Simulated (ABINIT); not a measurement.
The system is AgRh.

```xyz
2
Lattice="2.7776 0.0000 0.0000 -1.3888 2.4055 0.0000 0.0000 0.0000 4.8086" Properties=species:S:1:pos:R:3 pbc="T T T"
Ag    0.0000    0.0000    2.4043
Rh    1.3888    0.8018    0.0000
```

The cell comes from a database or a generator and needn't be the stable form of this composition.

```yaml
Program: ABINIT 10.8.3 (patched build)
Task: single point
Functional: PBE
Potentials_or_basis: JTH PAW PBE v2.0
Cutoff: 463 eV
k_mesh: 11 × 11 × 6
Occupations: fermi-dirac, width 0.05 eV
Spin: no spin polarisation
```

On this cell: pressure -2.3 GPa; largest force under 0.003 eV/Å; band gap on the k mesh none (metal or under the smearing width).

The same run follows on a disturbed copy (atoms moved at random, drawn with an rms of 0.05 Å):

```xyz
2
Lattice="2.7776 0.0000 0.0000 -1.3888 2.4055 0.0000 0.0000 0.0000 4.8086" Properties=species:S:1:pos:R:3 pbc="T T T"
Ag   -0.0691   -0.0115    2.4209
Rh    1.4279    0.7566   -0.0426
```

**Question.** What changes?

**Answer.** The energy (extrapolated to zero smearing) moves by +9.5 meV/atom; pressure -1.9 GPa; largest force 0.439 eV/Å; band gap on the k mesh none (metal or under the smearing width).

Forces in eV/Å, atoms in the order of the input:
```
Ag   0.112 -0.046 -0.422
Rh  -0.112  0.046  0.422
```

Stress tensor (GPa, compression positive):
```
-1.70 -0.61 -0.33
-0.61 -2.07  0.14
-0.33  0.14 -2.00
```
